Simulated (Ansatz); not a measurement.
# HfGe+ (quartet): from Hartree-Fock to the top rungs, def2-TZVPP

One table from this session's results is given with a row withheld; the runs are named, their logs left out.

Method: def2-TZVPP, core rule «outside noble gas», up to 18 orbitals frozen; program: Ansatz 0.2.0, Gaussian basis.

The runs, in order: UHF; CCSD(T) on ROHF; CCSD(T) on UHF; CCSDT(Q) on ROHF; CCSDT(Q) on UHF.

19 further runs of the same task are left out: 13 for a known fault of the program, 6 set aside as unsound or not needed.

### What is computed

The geometry is a PBE0/def2-TZVP stationary point (not a proven minimum) of the parent state, kept for this charge and spin. No spin-orbit coupling is included. Elements past krypton take def2 core potentials. The filled d shell of Ge may be among the frozen orbitals whatever the setting's name suggests; the logs give the count.

2 atoms, charge 1, spin multiplicity 4.

Atoms are counted from 1 here; the program's logs count them from 0.

Bond lengths: Hf1–Ge2 2.460 Å.

The first run:

Contents of in.yaml:

```yaml
crystal:
  periodic: [false, false, false]
  atoms:
    - {symbol: Hf, position_ang: [0.000000, 0.000000, 0.000000]}
    - {symbol: Ge, position_ang: [0.000000, 0.000000, 2.460290]}
basis:
  gaussian: {orbitals: def2-TZVPP}
total_charge: 1
magnetization: {spin_polarized: true, initial_magnetization: 3}
hamiltonian: {xc: hf}
output: {orbitals: {seedname: orbitals}}
```

Command:

```bash
$ ansatz run in.yaml --threads 1 --pin off --events-out ev --progress --plain --max-ram 4096MiB --backend cpu
```

Among the steps run: UHF; CCSD(T) on ROHF; CCSD(T) on UHF; CCSDT(Q) on ROHF; CCSDT(Q) on UHF.

One table of the session follows, with a row left open; its other results are not shown here.

```
   method  from RCCSDT(Q) (kcal/mol)
     ROHF                    +106.72
     RMP2                     +19.93
     UMP2                     +26.62
    RCCSD                      +9.41
    UCCSD                      +8.18
 RCCSD(T)                          ?
 UCCSD(T)                      +1.41
   RCCSDT                      +0.76
   UCCSDT                      -0.01
RCCSDT(Q)                          0
UCCSDT(Q)                      -0.77
```

Estimate the missing values for RCCSD(T).

As computed: from RCCSDT(Q) (kcal/mol): +1.86. In the column «from RCCSDT(Q) (kcal/mol)» it lies between UCCSD(T) (+1.41) and UCCSD (+8.18).

Left out of the table: UHF (another determinant or state than the rows shown).

Limits of these values: The determinant is far from a pure spin state, so its energy mixes those of several spin states (harmless only where they are near-degenerate, as at dissociation). Warnings: spin contamination; coupled cluster took another determinant than the lowest; large T1 diagnostic. Restricted and unrestricted rows rest on different reference determinants; where their highest levels disagree by more than a few hundredths of an eV, they describe different states and don't form one ladder.
